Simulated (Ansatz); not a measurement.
# CH5ClO2Si: the cost of one run

Program: Ansatz 0.2.0. Level of theory: RKS PBE0/def2-SVP. These are calculated values, not measurements.

## Step 1: The system as given

Bond lengths: O1–C2 1.353 Å, C2–O3 1.421 Å, C2–Si4 1.874 Å, C2–Cl5 1.790 Å, O1–H6 1.006 Å, O3–H7 1.018 Å, Si4–H8 1.514 Å, Si4–H9 1.559 Å, Si4–H10 1.446 Å. Angles: O1–C2–O3 105.6°, O1–C2–Si4 118.2°, O1–C2–Cl5 105.3°, O3–C2–Si4 115.7°, O3–C2–Cl5 105.7°, Si4–C2–Cl5 105.2°, C2–O1–H6 108.5°, C2–O3–H7 103.3°, C2–Si4–H8 110.2°, C2–Si4–H9 111.3°, C2–Si4–H10 115.9°, H8–Si4–H9 104.8°, H8–Si4–H10 107.1°, H9–Si4–H10 106.9°.

As a file:

```xyz
10

O    -0.9593    1.2094   -0.6112
C     0.0460    0.3401   -0.3562
O     0.5818   -0.0070   -1.6253
Si   -0.2946   -1.0931    0.8027
Cl    1.3137    1.3084    0.4557
H    -0.6159    2.1452   -0.4724
H     1.4196    0.5681   -1.6909
H    -1.3761   -1.9836    0.2289
H    -0.8685   -0.5973    2.1651
H     0.8363   -1.9413    1.1067
```

## Step 2: Relaxing end A

Contents of input.yaml:

```yaml
crystal:
  periodic: [false, false, false]
  atoms:
    - { symbol: O, position_ang: [-0.9593, 1.2094, -0.6112] }
    - { symbol: C, position_ang: [0.046, 0.3401, -0.3562] }
    - { symbol: O, position_ang: [0.5818, -0.007, -1.6253] }
    - { symbol: Si, position_ang: [-0.2946, -1.0931, 0.8027] }
    - { symbol: Cl, position_ang: [1.3137, 1.3084, 0.4557] }
    - { symbol: H, position_ang: [-0.6159, 2.1452, -0.4724] }
    - { symbol: H, position_ang: [1.4196, 0.5681, -1.6909] }
    - { symbol: H, position_ang: [-1.3761, -1.9836, 0.2289] }
    - { symbol: H, position_ang: [-0.8685, -0.5973, 2.1651] }
    - { symbol: H, position_ang: [0.8363, -1.9413, 1.1067] }
basis:
  gaussian: { orbitals: def2-SVP }
hamiltonian:
  xc: pbe0
relax:
  f_tol: 0.015
  max_steps: 40
```

Run with:

```bash
ansatz run input.yaml --threads 2 --pin off --max-ram 3072MiB --backend cpu --events-out ev --progress --plain --runs-dir out
```

What time and memory should one allow on 2 threads of Intel Xeon Platinum 8488C (Sapphire Rapids), shared host?

About 24 s, with a peak of 0.25 GiB.
